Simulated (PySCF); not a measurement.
# CHNYb (Yb(HCN)3+): the cost of one run

Computed with PySCF 2.14.0. Level: PBE0, Yb lcecp-1-SVP with ECP59, N def2-SVP, C def2-SVP, H def2-SVP; scalar-relativistic core potentials, no spin–orbit coupling.

1 further run of the same task is left out (for a known fault of the program).

## (1) The starting structure

4 atoms, charge 3, spin multiplicity 1.

Bond lengths: Yb1–N2 2.458 Å, N2–C3 1.160 Å, C3–H4 1.070 Å. Angles: Yb1–N2–C3 180.0°, N2–C3–H4 180.0°.

As a file:

```xyz
4
CHNYb
Yb    0.0000    0.0000    0.0000
N     0.0000    0.0000    2.4575
C     0.0000    0.0000    3.6175
H     0.0000    0.0000    4.6875
```

Formal oxidation states: Yb +3. Each metal's 13 4f electrons lie in its core potential, so multiplicities, spins and levels count the valence alone.

## (2) SCF at the start, singlet

File run.py (the lines that set the calculation):

```python
mol = gto.M(atom='''
Yb     0.00000     0.00000     0.00000
N      0.00000     0.00000     2.45750
C      0.00000     0.00000     3.61750
H      0.00000     0.00000     4.68750''',
    basis={'Yb': 'lcecp-1-SVP', 'N': 'def2-SVP', 'C': 'def2-SVP', 'H': 'def2-SVP'},
    ecp={'Yb': 'lcecp-1-SVP'},
    charge=3, spin=0)
mf = dft.RKS(mol, xc='PBE0')
mf.grids.atom_grid = (50, 194)  # f atoms: unpruned, at least (60, 302)
mf = mf.density_fit()  # fitting sets: Yb AutoAux, N def2-universal-JKFIT, C def2-universal-JKFIT, H def2-universal-JKFIT
mf.conv_tol = 1e-08; mf.max_cycle = 55
mf.kernel(dm0)  # dm0: free metal ions and neutral atoms
```

On the command line:

```console
OMP_NUM_THREADS=2 python run.py
```

**Question.** How long does this run take on 2 threads of Intel Xeon Platinum 8488C (Sapphire Rapids), shared host, and how much memory does it need?

About 1.9 s, with a peak of 0.35 GiB.
